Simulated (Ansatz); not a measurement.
# C2H6AlFO2: how energies converge with the basis set

How large a basis does C2H6AlFO2 need? Two functionals are run in growing sets.

The runs use Ansatz 0.2.0, Gaussian basis; one geometry, several basis sets.

Levels to be run: PBE0-D4/def2-SVP; ωB97M-V/def2-SVP; PBE0-D4/def2-QZVPP; ωB97M-V/def2-QZVPP; the functionals' def2-TZVPP values are taken from earlier runs.

## Step 1: Structure used throughout

An earlier PBE0-D4 in a triple-zeta def2 set relaxation fixed the geometry.

SMILES `C[O][Al]([F])[O]C`, 12 atoms, charge 0, spin multiplicity 1.

Atoms are counted from 1 here; the program's logs count them from 0.

Bond lengths: C1–O2 1.395 Å, C1–H7 1.095 Å, C1–H8 1.097 Å, C1–H9 1.095 Å, O2–Al3 1.669 Å, Al3–F4 1.639 Å, Al3–O5 1.669 Å, O5–C6 1.395 Å, C6–H10 1.095 Å, C6–H11 1.095 Å, C6–H12 1.097 Å. Angles: O2–C1–H7 110.0°, O2–C1–H8 112.8°, O2–C1–H9 110.0°, H7–C1–H8 107.9°, H7–C1–H9 107.9°, H8–C1–H9 108.0°, C1–O2–Al3 139.5°, O2–Al3–F4 117.0°, O2–Al3–O5 126.0°, F4–Al3–O5 117.0°, Al3–O5–C6 139.9°, O5–C6–H10 110.0°, O5–C6–H11 110.0°, O5–C6–H12 112.8°, H10–C6–H11 107.9°, H10–C6–H12 108.0°, H11–C6–H12 108.0°.

## Step 2: PBE0-D4 in def2-SVP

Contents of in.yaml:

```yaml
crystal:
  periodic: [false, false, false]
  atoms:
    - {symbol: C, position_ang: [-1.234701, -1.590592, 0.559447]}
    - {symbol: O, position_ang: [-1.271360, -0.286897, 1.055322]}
    - {symbol: Al, position_ang: [-0.478035, 1.168663, 0.858954]}
    - {symbol: F, position_ang: [-0.993779, 2.425802, 1.774840]}
    - {symbol: O, position_ang: [0.791652, 1.461471, -0.183716]}
    - {symbol: C, position_ang: [1.572030, 0.794032, -1.128022]}
    - {symbol: H, position_ang: [-1.051494, -2.297060, 1.375358]}
    - {symbol: H, position_ang: [-0.452827, -1.736280, -0.195585]}
    - {symbol: H, position_ang: [-2.196533, -1.844939, 0.102735]}
    - {symbol: H, position_ang: [2.625329, 0.821810, -0.831073]}
    - {symbol: H, position_ang: [1.483355, 1.285509, -2.102167]}
    - {symbol: H, position_ang: [1.283262, -0.256619, -1.251893]}
basis:
  gaussian: {orbitals: def2-SVP}
hamiltonian: {xc: pbe0, dispersion: d4}
output: {orbitals: {seedname: orbitals}}
```

The runs that follow: ωB97M-V in def2-SVP; PBE0-D4 in def2-QZVPP; ωB97M-V in def2-QZVPP.

Before running them: what should the planned runs give, taken together? Wanted: PBE0-D4: double and triple zeta above quadruple; ωB97M-V: double and triple zeta above quadruple.

**Answer**, as computed:

| quantity | value |
| --- | --- |
| PBE0-D4: double and triple zeta above quadruple | 14.06, 0.76 eV |
| ωB97M-V: double and triple zeta above quadruple | 14.31, 0.72 eV |

**Reading.** For PBE0-D4 the step from double to triple zeta gains 13.31 eV and the next only 0.76 eV. These are total energies; as a rule much of such shifts cancels in differences, which this series doesn't test. The LUMO of ωB97M-V is positive and keeps falling with the basis (1.33 to 0.66 eV): an unbound level that the basis holds in place.
